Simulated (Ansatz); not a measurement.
A nudged elastic band was laid between two geometries of a periodic cell of 17 atoms, Li (host Li, host structure bcc, interstitial Li).

All numbers below come from DFT PBE, scalar-relativistic, plane waves, PAW (Ansatz). Settings: cutoff 420 eV, k mesh 3x3x3, fermi-dirac smearing 0.05 eV, no spin polarisation.

```yaml
movable_images: 5
climbing_image: yes
spring: 2.0 to 10.0 eV/Å², energy-weighted
optimiser: quadratic models (default)
start_path: IDPP
force_threshold: 0.03 eV/Å
iteration_limit: 68
end_points: relaxed
```

Initial state:

```xyz
17
Lattice="6.9800 0.0000 0.0000 0.0000 6.9800 0.0000 0.0000 0.0000 6.9800" Properties=species:S:1:pos:R:3
Li -0.099 -0.003 -0.108
Li 3.579 -0.161 -0.075
Li -0.169 3.235 0.047
Li 0.738 -0.284 3.906
Li 1.741 1.660 1.637
Li 3.663 3.834 -0.360
Li 3.493 -0.148 3.471
Li 4.438 2.194 1.373
Li 0.062 3.323 3.451
Li 1.695 5.140 1.608
Li 1.916 1.787 5.402
Li 3.358 3.591 3.538
Li 5.353 5.102 1.771
Li 5.205 1.698 5.106
Li 1.572 4.915 5.512
Li 5.444 5.258 4.981
Li 6.048 0.750 2.462
```

Final state:

```xyz
17
Lattice="6.9800 0.0000 0.0000 0.0000 6.9800 0.0000 0.0000 0.0000 6.9800" Properties=species:S:1:pos:R:3
Li 0.111 0.007 0.107
Li 3.064 -0.346 -0.767
Li -0.041 3.243 0.189
Li 0.099 -0.149 3.434
Li 1.883 1.701 1.784
Li 3.542 3.356 -0.039
Li 3.540 -0.123 3.487
Li 5.576 2.160 2.505
Li 0.337 3.790 3.326
Li 1.993 5.271 1.559
Li 1.624 1.789 5.098
Li 3.450 3.614 3.633
Li 5.231 5.127 1.646
Li 5.363 1.694 5.237
Li 1.439 4.890 5.401
Li 5.385 5.147 5.294
Li 4.490 0.737 0.867
```

**Question.** Which bonds break or form, and what moves?

**Answer.** The atom that moves furthest is Li17, by 2.23 Å; four of its nearest neighbours are Li8 2.42, Li4 2.44, Li13 2.80, Li1 2.80 Å at the first end and Li2 2.42, Li8 2.43, Li13 2.80, Li1 2.81 Å at the last.

**Question.** What energy profile does the band end with?

**Answer.** The forces met the threshold. The highest image is number 0 of 0 to 6, 0.000 eV above the ends, which have the same energy within 2 meV. The highest image is an end point: on this band no image between the ends rises above it. Limits of this set-up: coarse k mesh, a small cell, in which the defect meets its images, a typed lattice constant that wasn't relaxed here.

```csv
image,path coordinate (Å),energy (eV),Li2–Li8 (Å),Li4–Li7 (Å),Li4–Li15 (Å)
0,0.00,0.000,2.90,2.79,2.54
1,0.98,-0.001,3.08,2.88,2.51
2,1.97,0.000,3.46,3.05,2.76
3,2.95,-0.001,4.09,3.19,2.98
4,3.94,0.000,4.48,3.43,3.06
5,5.06,0.000,4.70,3.49,3.04
6,6.18,0.000,4.83,3.44,3.07
```

The band took 27 iterations and roughly 27 core-minutes.

The run took 15 min on 2 threads of Intel(R) Xeon(R) 6975P-C (Granite Rapids) (shared host), peak memory 1.2 GiB.
